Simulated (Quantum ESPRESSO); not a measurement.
Crystal: AlN.

```
Al N
1.0
     3.11300    0.00000    0.00000
    -1.55650    2.69594    0.00000
     0.00000    0.00000    4.98100
Al N
2 2
Cartesian
  0.0000 1.7973 0.0000
  1.5565 0.8986 2.4905
  0.0000 1.7973 1.8928
  1.5565 0.8986 4.3833
```

```yaml
Program: Quantum ESPRESSO 7.5
Task: phonons
Functional: LDA
Potentials_or_basis: PseudoDojo 0.4.1 SR LDA standard
Cutoff: 1143 eV
Density_cutoff: 4572 eV
k_mesh: 8 × 8 × 5
Occupations: fermi-dirac, width 0.05 eV
Spin: no spin polarisation
Form_of_the_LDA_correlation: PW92
Mixing_beta: 0.5
Most_SCF_iterations: 120
SCF_threshold: 8e-10 Ry
```

The atoms were relaxed first, and the response was taken there.

The first run showed a gap, so the response started from a second, tighter run with fixed occupations.

**Question.** Which infrared line is the strongest?

**Answer.** The E1 mode at 654 cm⁻¹, with 63.2 (D/Å)²/amu summed over its components.

Optical modes at Γ, degenerate ones joined, polar ones without the macroscopic field:
```
cm⁻¹  components  symmetry     active in  IR intensity, summed ((D/Å)²/amu)
 242           2        E2         Raman                               0.00
 539           1        B1        silent                               0.00
 600           1        A1  IR and Raman                              35.75
 641           2        E2         Raman                               0.00
 654           2        E1  IR and Raman                              63.24
 713           1        B1        silent                               0.00
```

Zone-centre frequencies without and with the macroscopic field along z (cm⁻¹):
|  | optical modes in rising order |
| --- | --- |
| without | 242 242 539 600 641 641 654 654 713 |
| with the field | 242 242 539 641 641 654 654 713 869 |

Caveat: the cell is more than 3 GPa from zero pressure, which shifts response properties; on a mesh that holds Γ this program's dielectric tensor can be off by some percent beyond the error of the mesh.
